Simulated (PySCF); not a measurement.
**ZnN2H4 (SMILES [NH2][Zn][NH2]) at 5 levels**

We compute a comparison of 5 runs (HF/3-21G, M06-2X/3-21G, B3LYP/6-31G*, BLYP/cc-pVDZ, B2PLYP/cc-pVTZ) of ZnN2H4. Input form: a Python script.

Program for the calculation: PySCF 2.14.0.

### Step 1. The system as given

ZnN2H4: 7 atoms, total charge 0, spin state singlet. As SMILES, `[NH2][Zn][NH2]`. The coordinates come from a PBE0-D4/def2-TZVP relaxation.

Bond lengths: N1–Zn2 1.811 Å, Zn2–N3 1.811 Å, N1–H4 1.010 Å, N1–H5 1.010 Å, N3–H6 1.010 Å, N3–H7 1.010 Å. Angles: N1–Zn2–N3 174.1°, Zn2–N1–H4 117.8°, Zn2–N1–H5 117.9°, Zn2–N3–H6 117.9°, Zn2–N3–H7 117.8°, H4–N1–H5 108.3°, H6–N3–H7 108.3°.

### Step 2. Energy and gradient at HF/3-21G (run 1)

Contents of job.py:

```python
import pyscf.grad
from pyscf import gto, scf

mol = gto.Mole()
mol.atom = '''
N     -2.715536    -0.327867    -2.068305
Zn     0.053101    -0.016063    -0.079935
N      3.012790     0.237917     1.620440
H     -4.369614    -0.770252    -1.226810
H     -3.045861     1.038593    -3.358421
H      4.057053    -1.344540     1.834924
H      3.008066     1.182213     3.278108
'''
mol.verbose = 3
mol.charge = 0
mol.unit = 'bohr'
mol.basis = '3-21g'
mol.max_memory = 1860
mol.build()

mf = scf.RHF(mol)
mf.conv_tol = 1e-10
mf.kernel()
if not mf.converged:
    mf = mf.newton().run(mf.mo_coeff, mf.mo_occ)

e_final = mf.e_tot
print('E(%s) = %.9f' % ('HF', e_final))
grad = mf.Gradients().kernel()
dip = mf.dip_moment()
pop, q = mf.mulliken_pop()
```

Run with:

```bash
$ OMP_NUM_THREADS=1 python job.py
```

Log:

```text
converged SCF energy = -1879.62737274749
[... 11 lines left out ...]
Dipole moment(X, Y, Z, Debye): -1.06765,  0.32312,  1.60886
[... 61 lines left out ...]
charge of    6H =      0.29674
```

Run time: 5.1 s. Hardware: 1 thread of Intel Xeon at 2.50GHz (Skylake/Cascade Lake), shared host; peak memory 0.12 GiB.

### Step 3. Energy and gradient at M06-2X/3-21G (run 2)

Contents of input.py:

```python
from pyscf import gto, dft

mol = gto.M(
    atom='''
N       -1.437000      -0.173500      -1.094500
Zn       0.028100      -0.008500      -0.042300
N        1.594300       0.125900       0.857500
H       -2.312300      -0.407600      -0.649200
H       -1.611800       0.549600      -1.777200
H        2.146900      -0.711500       0.971000
H        1.591800       0.625600       1.734700
''',
    max_memory=1860,
    verbose=4,
    basis='3-21g',
    spin=0,
)

mf = dft.RKS(mol)
mf.xc = 'm06-2x'
mf.grids.level = 5
mf.conv_tol = 1e-10
mf.kernel()
if not mf.converged:
    mf = mf.newton().run(mf.mo_coeff, mf.mo_occ)

energy = mf.e_tot
print('E = %.10f Eh' % energy)
grad = mf.nuc_grad_method().kernel()
mf.analyze()
```

Run with:

```bash
$ OMP_NUM_THREADS=1 python input.py
```

Log:

```text
PySCF version 2.14.0

[... 96 lines left out ...]
Two-electron Energy =                  917.280026321153059
[... 12 lines left out ...]
MO #9   energy= -3.36108712624291  occ= 2
[... 10 lines left out ...]
MO #20  energy= -0.488221329709128 occ= 2
[... 10 lines left out ...]
MO #31  energy= 0.227133320355083  occ= 0
[... 10 lines left out ...]
MO #42  energy= 1.24632220068011   occ= 0
[... 10 lines left out ...]
MO #53  energy= 4.09069954129348   occ= 0
[... 63 lines left out ...]
Dipole moment(X, Y, Z, Debye): -0.97192,  0.29412,  1.46450
```

Wall time 34 s (1 thread of Intel Xeon at 2.50GHz (Skylake/Cascade Lake), shared host); peak memory 0.55 GiB.

Runs 3 to 4 aren't shown in full; the table further down has their settings and results.

### Step 4. A single-point energy at B2PLYP/cc-pVTZ (run 5)

Contents of run.py:

```python
from pyscf import gto, dft, mp

mol = gto.M(
    atom='''
N     -1.437000    -0.173500    -1.094500
Zn     0.028100    -0.008500    -0.042300
N      1.594300     0.125900     0.857500
H     -2.312300    -0.407600    -0.649200
H     -1.611800     0.549600    -1.777200
H      2.146900    -0.711500     0.971000
H      1.591800     0.625600     1.734700
''',
    basis='cc-pvtz',
    max_memory=1860,
    verbose=4,
    spin=0,
    charge=0,
)

mf = dft.RKS(mol)
mf.xc = '0.53*HF + 0.47*B88, 0.73*LYP'
mf.conv_tol = 1e-10
mf.grids.level = 5
mf.kernel()
if not mf.converged:
    mf = mf.newton().run(mf.mo_coeff, mf.mo_occ)

pt = mp.MP2(mf, frozen=7).run()
etot = mf.e_tot + 0.27 * pt.e_corr
print('PT2 part  %.8f' % (0.27 * pt.e_corr))
print('E(%s) = %.9f' % ('B2PLYP', etot))
mf.analyze()
```

Run with:

```bash
$ OMP_NUM_THREADS=1 python run.py
```

Log:

```text
PySCF version 2.14.0

[... 115 lines left out ...]
MO #19  energy= -0.511197326457911 occ= 2
[... 32 lines left out ...]
MO #52  energy= 0.762245722962064  occ= 0
[... 32 lines left out ...]
MO #85  energy= 2.80634609617841   occ= 0
[... 32 lines left out ...]
MO #118 energy= 4.15504966910438   occ= 0
[... 32 lines left out ...]
MO #151 energy= 5.76934428141912   occ= 0
[... 32 lines left out ...]
MO #184 energy= 16.4406477252347   occ= 0
[... 194 lines left out ...]
Dipole moment(X, Y, Z, Debye): -0.72425,  0.21920,  1.09149
```

Run time: 1.8 min. Hardware: 1 thread of Intel Xeon at 2.50GHz (Skylake/Cascade Lake), shared host; peak memory 1.7 GiB.

### Step 5. All runs side by side

```csv
run,level,integration grid,Cartesian functions,energy (Eh),dipole moment (D),HOMO energy (eV),LUMO energy (eV),wall time
1,HF/3-21G,–,no,-1879.627373,1.96,-9.56,2.18,5.1 s
2,M06-2X/3-21G,5,no,-1881.808389,1.78,-7.48,0.64,34 s
3,B3LYP/6-31G* (Cartesian functions),5,yes,-1891.045137,1.37,-6.10,-0.20,48 s
4,BLYP/cc-pVDZ,5,no,-1891.405458,1.10,-5.01,-1.00,1.8 min
5,B2PLYP/cc-pVTZ,5,no,-1891.162987,1.33,-7.92,0.37,1.8 min
```

### Step 6. Outcome

| quantity | value |
| --- | --- |
| run 5: total energy | -1891.16299 Eh |
| run 5: dipole moment (SCF part) | 1.33 D |
| run 5: HOMO energy (SCF part's orbitals) | -7.92 eV |
| run 5: LUMO energy (SCF part's orbitals) | 0.37 eV |
| run 5: HOMO–LUMO gap (SCF part's orbitals) | 8.29 eV |

What this shows: The dipole moment (its size) runs from 1.10 D (BLYP/cc-pVDZ) to 1.96 D (HF/3-21G). The two ends differ in method and basis. The HOMO–LUMO gap runs from 4.02 eV (BLYP/cc-pVDZ) to 11.75 eV (HF/3-21G). Totals of different functionals can't be ranked against each other. All runs together took 5 min, the longest 1.8 min.
